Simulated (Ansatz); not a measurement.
# ClH5O2Si: the cost of one run

All numbers below are computed with Ansatz 0.2.0 (RKS PBE-D4/def2-SVP).

## Step 1: The starting structure

Bond lengths: Si1–O3 1.680 Å, O3–H4 1.010 Å, Si1–O5 1.679 Å, O5–H6 1.010 Å, Si1–H7 1.459 Å, Si1–Cl8 2.430 Å. Angles: Si1–O3–H4 109.5°, O3–Si1–O5 109.5°, O3–Si1–H7 109.5°, O3–Si1–Cl8 67.1°, O5–Si1–H7 109.5°, O5–Si1–Cl8 72.9°, H7–Si1–Cl8 176.5°, Si1–O5–H6 109.5°.

Structure file:

```xyz
9

Si    0.0000    0.0000    0.0000
H     0.0000    0.0000    1.8100
O     1.5842    0.0000   -0.5594
H     1.9006   -0.9521   -0.6761
O    -0.7913    1.3709   -0.5594
H    -1.7491    1.1401   -0.7818
H    -0.6877   -1.1914   -0.4862
Cl    1.2744    1.9219    0.7662
H     0.5273    0.7952    1.8716
```

## Step 2: Pulling towards end A

Springs on the bonds that form and break draw the guess towards this end; the thresholds are loose.

File input.yaml:

```yaml
crystal:
  periodic: [false, false, false]
  atoms:
    - { symbol: Si, position_ang: [0.0, 0.0, 0.0] }
    - { symbol: H, position_ang: [0.0, 0.0, 1.81] }
    - { symbol: O, position_ang: [1.5842, 0.0, -0.5594] }
    - { symbol: H, position_ang: [1.9006, -0.9521, -0.6761] }
    - { symbol: O, position_ang: [-0.7913, 1.3709, -0.5594] }
    - { symbol: H, position_ang: [-1.7491, 1.1401, -0.7818] }
    - { symbol: H, position_ang: [-0.6877, -1.1914, -0.4862] }
    - { symbol: Cl, position_ang: [1.2744, 1.9219, 0.7662] }
    - { symbol: H, position_ang: [0.5273, 0.7952, 1.8716] }
basis:
  gaussian: { orbitals: def2-SVP }
hamiltonian:
  xc: pbe
  dispersion: d4
relax:
  f_tol: 0.15
  max_steps: 25
  restrain:
    - { distance: [0, 7], at: 3.33, k: 30.0 }
    - { distance: [8, 1], at: 1.86, k: 30.0 }
    - { distance: [0, 1], at: 1.46, k: 30.0 }
    - { distance: [8, 7], at: 1.37, k: 30.0 }
```

The run is started by

```console
> ansatz run input.yaml --threads 2 --pin off --max-ram 3072MiB --backend cpu --events-out ev --progress --plain --runs-dir out
```

**Question.** How long does this run take on 2 threads of Arm Neoverse V1, shared host, and how much memory does it need?

About 20 s, with a peak of 0.12 GiB.
